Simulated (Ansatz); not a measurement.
# Hafnium, fcc under BLYP: ground state and equation of state

Aim: take hafnium in the fcc structure, relax it, solve it on a dense k-mesh, then scale the cell to 7 volumes from 88 to 112 % of the relaxed one and try a fit of the equation of state. Spin polarisation is left out. The k-meshes are 12×12×12 for the relaxation; 20×20×20 for the dense run; 14×14×14 for the volumes.

This is Hf in the fcc structure; at room conditions it is hcp.

Program: Ansatz 0.2.0. Level of theory: DFT BLYP, plane waves (420 eV) with PAW, scalar-relativistic; PAW files made under PBE, frozen cores solved again for the functional. These are calculated values, not measurements.

**1. The system as given**

The structure is cubic, space group Fm-3m (No. 225). The conventional cell has a = 4.473 Å, b = 4.473 Å, c = 4.473 Å, α = 90.00°, β = 90.00°, γ = 90.00°. Hf (site symmetry m-3m) is surrounded by 12 Hf at 3.16 Å.

As a file:

```
Hf
1.0
     0.00000    2.23672    2.23672
     2.23672    0.00000    2.23672
     2.23672    2.23672    0.00000
Hf
1
Direct
  0.00000 0.00000 0.00000
```

**2. Geometry optimisation**

Contents of input.yaml:

```yaml
crystal:
  lattice:
    - [0.0, 2.2367213568, 2.2367213568]
    - [2.2367213568, 0.0, 2.2367213568]
    - [2.2367213568, 2.2367213568, 0.0]
  atoms:
    - { symbol: Hf, position: [0.0, 0.0, 0.0] }
hamiltonian:
  xc: blyp
  pseudopotentials:
    kind: paw
    azcp:
      Hf: "pseudopotentials/Hf.paw.azcp"
basis:
  ecutwfc: 420
  fft_grid_basis: typed
kpoints:
  mp_grid: { grid: [12, 12, 12], shift: [0, 0, 0] }
magnetization:
  spin_polarized: false
scf:
  occupations: { method: fermi_dirac, width: 0.1 }
relax:
  max_steps: 60
  f_tol: 0.01
  cell: {}
```

After this run come: Dense single point; Equation of state: 88 %; Equation of state: 92 %; Equation of state: 96 %; Equation of state: 100 %; Equation of state: 104 %; Equation of state: 108 %; Equation of state: 112 %.

**Question.** What will these runs give? Wanted: space group; conventional cell; volume; shortest distance; gap on the mesh; relative to hcp; highest ELF outside the cores; V₀, B₀, B₀′.

**Answer**, as computed:

| quantity | value |
| --- | --- |
| space group (spins left aside) | Fm-3m (No. 225) |
| conventional cell | a = 4.526 Å |
| volume | 23.171 Å³/atom |
| shortest distance | 3.200 Å |
| gap on the mesh | none (levels filled in part) |
| relative to hcp | +70 meV/atom |
| highest ELF outside the cores | 0.69, 1.96 Å from the nearest atom |
| V₀, B₀, B₀′ | 23.135 Å³/atom, 97 GPa, 3.5 |

In words: The relaxation enlarged the cell by 3.5 % in volume. Against the reference form of hafnium (hcp, computed apart with the same settings) it stands 70 meV/atom higher. No gap shows: it is a metal or semimetal at this level. B₀ comes out at 97 GPa. The symmetry was held, so the structure may be unstable against distortions that break it.
